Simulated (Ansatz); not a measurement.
# H₇MgNSi₂: one species, many methods

One table from this session's results is given with a row withheld; the runs are named, their logs left out.

Computed with Ansatz 0.2.0, Gaussian basis. Level: functionals in def2-TZVPP, the program's frozen cores in correlated methods.

Plan: LDA (SPW92), PBE-D4, revPBE-D4, BLYP-D4, r2SCAN-D4, B97M-V, PBE0-D4, B3LYP-D4, r2SCANh-D4, r2SCAN0-D4, HSE06-D4, BHLYP-D4, CAM-B3LYP-D4, LC-ωPBE, ωB97X-V, ωB97M-V, B2PLYP, PBE-QIDH; CCSD(T)/def2-SVP; CCSD(T)/def2-TZVPP; MP2/def2-QZVPP; extrapolation to the limit; RPA on PBE.

### Structure used throughout

An earlier PBE0-D4 in a triple-zeta def2 set relaxation fixed the geometry.

11 atoms, charge 0, spin multiplicity 1.

Atoms are counted from 1 here; the program's logs count them from 0.

Bond lengths: Mg1–N2 1.928 Å, Mg1–H5 1.688 Å, N2–Si3 1.708 Å, N2–Si4 1.708 Å, Si3–H6 1.501 Å, Si3–H7 1.492 Å, Si3–H8 1.492 Å, Si4–H9 1.492 Å, Si4–H10 1.501 Å, Si4–H11 1.492 Å. Angles: N2–Mg1–H5 180.0°, Mg1–N2–Si3 116.8°, Mg1–N2–Si4 116.7°, Si3–N2–Si4 126.5°, N2–Si3–H6 107.0°, N2–Si3–H7 113.8°, N2–Si3–H8 113.8°, H6–Si3–H7 107.3°, H6–Si3–H8 107.3°, H7–Si3–H8 107.3°, N2–Si4–H9 113.8°, N2–Si4–H10 107.0°, N2–Si4–H11 113.8°, H9–Si4–H10 107.3°, H9–Si4–H11 107.2°, H10–Si4–H11 107.3°.

Set-up of the first run:

File in.yaml:

```yaml
crystal:
  periodic: [false, false, false]
  atoms:
    - {symbol: Mg, position_ang: [-0.512547, 2.003387, -0.290005]}
    - {symbol: N, position_ang: [-0.035758, 0.155164, -0.021023]}
    - {symbol: Si, position_ang: [0.343130, -0.317850, 1.575867]}
    - {symbol: Si, position_ang: [-0.033535, -0.846758, -1.404293]}
    - {symbol: H, position_ang: [-0.930051, 3.622407, -0.525278]}
    - {symbol: H, position_ang: [0.204100, 0.902152, 2.439460]}
    - {symbol: H, position_ang: [1.737793, -0.820735, 1.739624]}
    - {symbol: H, position_ang: [-0.570566, -1.359601, 2.127872]}
    - {symbol: H, position_ang: [-1.007786, -1.973918, -1.332768]}
    - {symbol: H, position_ang: [-0.429834, 0.013352, -2.569143]}
    - {symbol: H, position_ang: [1.300553, -1.434600, -1.719615]}
basis:
  gaussian: {orbitals: def2-TZVPP}
hamiltonian: {xc: lda}
output: {orbitals: {seedname: orbitals}}
```

Command:

```
ansatz run in.yaml --threads 4 --pin off --events-out ev --progress --plain --max-ram 10444MiB
```

Steps of the session up to this table: LDA; PBE-D4 (GGA); revPBE-D4 (GGA); BLYP-D4 (GGA); r2SCAN-D4 (meta-GGA); B97M-V (meta-GGA); B3LYP-D4 (hybrid); r2SCANh-D4 (hybrid); r2SCAN0-D4 (hybrid); HSE06-D4 (hybrid); BHLYP-D4 (hybrid); CAM-B3LYP-D4 (range-separated); LC-ωPBE (range-separated); ωB97X-V (range-separated); ωB97M-V (range-separated); B2PLYP (double hybrid); PBE-QIDH (double hybrid).

One of the session's tables, all rows but one given; the rest of the session is left out.

It belongs to the step «Frontier levels by functional». 

| functional | HOMO (eV) | gap (eV) |
| --- | --- | --- |
| LDA (SPW92) | -6.20 | 4.15 |
| PBE-D4 | -6.11 | 4.31 |
| revPBE-D4 | -6.07 | 4.41 |
| BLYP-D4 | -5.98 | 4.28 |
| r2SCAN-D4 | -6.39 | 4.97 |
| B97M-V | -6.54 | 4.71 |
| PBE0-D4 | -7.36 | 6.32 |
| B3LYP-D4 | -7.14 | 5.87 |
| r2SCANh-D4 | -6.85 | 5.67 |
| r2SCAN0-D4 | ? | ? |
| HSE06-D4 | -6.96 | 5.55 |
| BHLYP-D4 | -8.52 | 8.20 |
| CAM-B3LYP-D4 | -8.69 | 8.53 |
| LC-ωPBE | -10.06 | 11.00 |
| ωB97X-V | -9.72 | 10.48 |
| ωB97M-V | -9.62 | 10.03 |

**Question.** Estimate the row for r2SCAN0-D4.

Worked estimate for «HOMO (eV)». Against the share of exact exchange, r2SCAN-D4 (0, -6.39), r2SCANh-D4 (0.1, -6.85) give a slope of -4.60 per unit share; at 0.25 the line stands at -7.54.

**Answer.** HOMO (eV): -7.56; gap (eV): 6.73. In «HOMO (eV)» the line misses by +0.02.
